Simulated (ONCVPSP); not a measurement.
**Manganese: generating and testing an ONCV potential**

Aim: build the potential from the settings below, then test how well it stands in for the atom: other configurations, scattering, ghost states and the plane-wave cutoff that it needs.

The numbers are computed with ONCVPSP 4.0.1.1 (patched build) (PBE, scalar-relativistic, spin-unpolarised reference atom).

**1. The atom and the settings**

Typed settings, in words:

```json
{
 "element": "manganese (Mn, Z = 25)",
 "type": "optimised norm-conserving Vanderbilt (ONCV)",
 "frozen core": "[Ne]",
 "valence charge": "15",
 "reference configuration": "3s2 3p6 3d5 4s2",
 "partial waves": "3s+4s: rc 1.50 bohr, ncon 4, nbas 8, qcut 6.2 1/bohr, 2 projectors; 3p: rc 0.90 bohr, ncon 4, nbas 7, qcut 7.6 1/bohr, 2 projectors, debl 1.4 Ha; 3d: rc 2.00 bohr, ncon 4, nbas 9, qcut 9 1/bohr, 1 projector",
 "local potential": "polynomial inside 0.55 bohr (lpopt 5, dvloc0 2 Ha)",
 "core correction": "not asked for"
}
```

The nodes and maxima of the atom's own shells, from an earlier all-electron run, set the scale for the radii.

All-electron outer shells of the reference configuration (PBE, scalar-relativistic, ld1.x):

```json
{"shell": "2p", "level (eV)": "-630.19", "outermost node (bohr)": "–", "outermost maximum (bohr)": "0.19"}
{"shell": "3s", "level (eV)": "-85.88", "outermost node (bohr)": "0.34", "outermost maximum (bohr)": "0.74"}
{"shell": "3p", "level (eV)": "-54.59", "outermost node (bohr)": "0.31", "outermost maximum (bohr)": "0.75"}
{"shell": "3d", "level (eV)": "-6.77", "outermost node (bohr)": "–", "outermost maximum (bohr)": "0.76"}
{"shell": "4s", "level (eV)": "-5.11", "outermost node (bohr)": "1.05", "outermost maximum (bohr)": "2.51"}
{"shell": "4p", "level (eV)": "-1.37", "outermost node (bohr)": "1.16", "outermost maximum (bohr)": "3.43"}
```

**2. The generation run**

The input, Mn.dat:

```
# ATOM AND REFERENCE CONFIGURATION
# atsym  z   nc   nv     iexc    psfile
  Mn 25.00    3    4        4      upf
#
#   n    l    f
    1    0    2.00
    2    0    2.00
    2    1    6.00
    3    0    2.00
    3    1    6.00
    3    2    5.00
    4    0    2.00
#
# PSEUDOPOTENTIAL AND OPTIMIZATION
# lmax
    2
#
#   l,   rc,      ep,       ncon, nbas, qcut
    0    1.50    0.00    4    8    6.20
    1    0.90    0.00    4    7    7.60
    2    2.00    0.00    4    9    9.00
#
# LOCAL POTENTIAL
# lloc, lpopt,  rc(5),   dvloc0
    4    5    0.55    2.00
#
# VANDERBILT-KLEINMAN-BYLANDER PROJECTORs
# l, nproj, debl
    0    2    2.10
    1    2    1.40
    2    1    3.60
#
# MODEL CORE CHARGE
# icmod, fcfact, rcfact
    0    0.00    0.00
#
# LOG DERIVATIVE ANALYSIS
# epsh1, epsh2, depsh
   -5.00    5.00    0.04
#
# OUTPUT GRID
# rlmax, drl
    6.00    0.01
#
# TEST CONFIGURATIONS
# ncnf
    4
# nvcnf
#   n    l    f
    4
    3    0    2.00
    3    1    6.00
    3    2    5.00
    4    0    1.00
#
    4
    3    0    2.00
    3    1    6.00
    3    2    5.00
    4    0    0.00
#
    4
    3    0    2.00
    3    1    6.00
    3    2    4.00
    4    0    0.00
#
    4
    3    0    2.00
    3    1    6.00
    3    2    5.00
    4    0    1.50
#
```

Run with:

```console
$ oncvpsp.x < Mn.dat > Mn.out
```

Q: Predict the outcome of this session. Wanted: cutoffs for 1 and 0.1 mHa per electron, occupied waves; bound ghosts; GHOST(+) flags; largest test error; largest phase difference near zero energy, channels read; projector energies reset by the program.

As calculated:

| quantity | value |
| --- | --- |
| cutoffs for 1 and 0.1 mHa per electron, occupied waves | 48 Ha and 163 Ha |
| bound ghosts | none found |
| GHOST(+) flags | s at 123 eV |
| largest test error (AE − PS) | +16 meV, for 3s2 3p6 3d4 4s0 |
| largest phase difference near zero energy, channels read | 0.023 rad |
| projector energies reset by the program | p: -2.006, 0.250 Ha |

**Reading.** By total energies transferability is good: the largest error is 16 meV on 56.5 eV, for 3s2 3p6 3d4 4s0. It counts as hard, with 48 Ha needed at the looser tolerance. The tighter tolerance needs 163 Ha, and converged work needs a cutoff nearer that. At the looser tolerance the 3p wave is the slowest; 3d needs 28 Ha. It is free of bound ghosts as far as tested. Near zero energy the phases of the channels with partial waves agree within 0.023 rad. The program also flags highly localised states, GHOST(+) (s). These are tests on the free atom; a crystal test is still owed.
